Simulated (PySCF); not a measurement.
# C₄H₇BO: electronic excitations and core binding energies

Wanted: the electronic excitations and core binding energies of C₄H₇BO (`BOC1=CCC1`), by calculation.

Computed with PySCF 2.14.0, with density-fitted response routines of our own, on a single molecule in the gas phase. Atoms count from 0, in the outputs and in this text.

## (1) The starting structure

13 atoms, charge 0, multiplicity 1; geometry from: GFN2-xTB.

Bonds of the start (Å): B0–O1 1.33, O1–C2 1.35, C2–C3 1.33, C3–C4 1.51, C4–C5 1.55, C5–C2 1.51, B0–H6 1.18, B0–H7 1.17, C3–H8 1.07, C4–H9 1.09, C4–H10 1.09, C5–H11 1.09, C5–H12 1.09.

## (2) TDDFT and polarisability: B3LYP/def2-SVPD

The job: settings as JSON, then the geometry in Å.

```
{"job": {"kind": "uv", "xc": "B3LYP", "basis": "def2-SVPD", "nstates": 8, "ntriplets": 3}, "charge": 0, "multiplicity": 1}
B      2.486704    -0.310311     0.055462
O      1.552624     0.437624    -0.529562
C      0.225875     0.340444    -0.325448
C     -0.821041     1.001000    -0.824260
C     -1.818154     0.205082    -0.023429
C     -0.602029    -0.563331     0.556349
H      2.227654    -1.157226     0.834182
H      3.588647    -0.067103    -0.259043
H     -0.943505     1.800495    -1.529334
H     -2.502842    -0.403169    -0.611944
H     -2.385426     0.778213     0.707912
H     -0.564872    -1.621341     0.305002
H     -0.448022    -0.439892     1.626385
```

With the program's defaults for keys left out, this is: TDDFT B3LYP/def2-SVPD, vertical, gas phase, core orbitals frozen in the response.

The run is started by

```
$ OMP_NUM_THREADS=1 python probes_run.py task.json out
```

This one command runs all jobs of the session in turn.

**Question.** This job is followed by: delta-SCF UKS SCAN, pcX-2 on the ionised atom, pcseg-1 elsewhere, spin-free X2C. What will the session give for the following? lowest singlet (B3LYP/def2-SVPD); lowest triplet; surface potential, 1st and 99th percentile; C1s binding energies, SCAN/pcX-2; O1s binding energies, SCAN/pcX-2.

The runs gave:

| quantity | value |
| --- | --- |
| lowest singlet (B3LYP/def2-SVPD) | 5.22 eV (237 nm), f = 0.192 |
| lowest triplet | 4.00 eV |
| surface potential, 1st and 99th percentile | -0.87 V and 1.13 V |
| C1s binding energies, SCAN/pcX-2 | C2 291.99, C5 290.94, C4 290.85, C3 290.05 eV |
| O1s binding energies, SCAN/pcX-2 | O1 539.46 eV |

The lowest singlet, at 5.22 eV, is HOMO→LUMO 0.97 and is bright. The lowest triplet lies 1.22 eV below the lowest singlet (triplets in Tamm-Dancoff, singlets in full TDDFT). By nearest atom (B3LYP/def2-SVPD), the HOMO sits on C3 37 %; C2 29 % and the LUMO on B0 41 %; H6, H7 about 16 % each. The C1s levels kept as sound span 1.93 eV, from C3 (β carbon of an enol-ether or enamine type C=C) up to C2 (alkene carbon bearing oxygen).
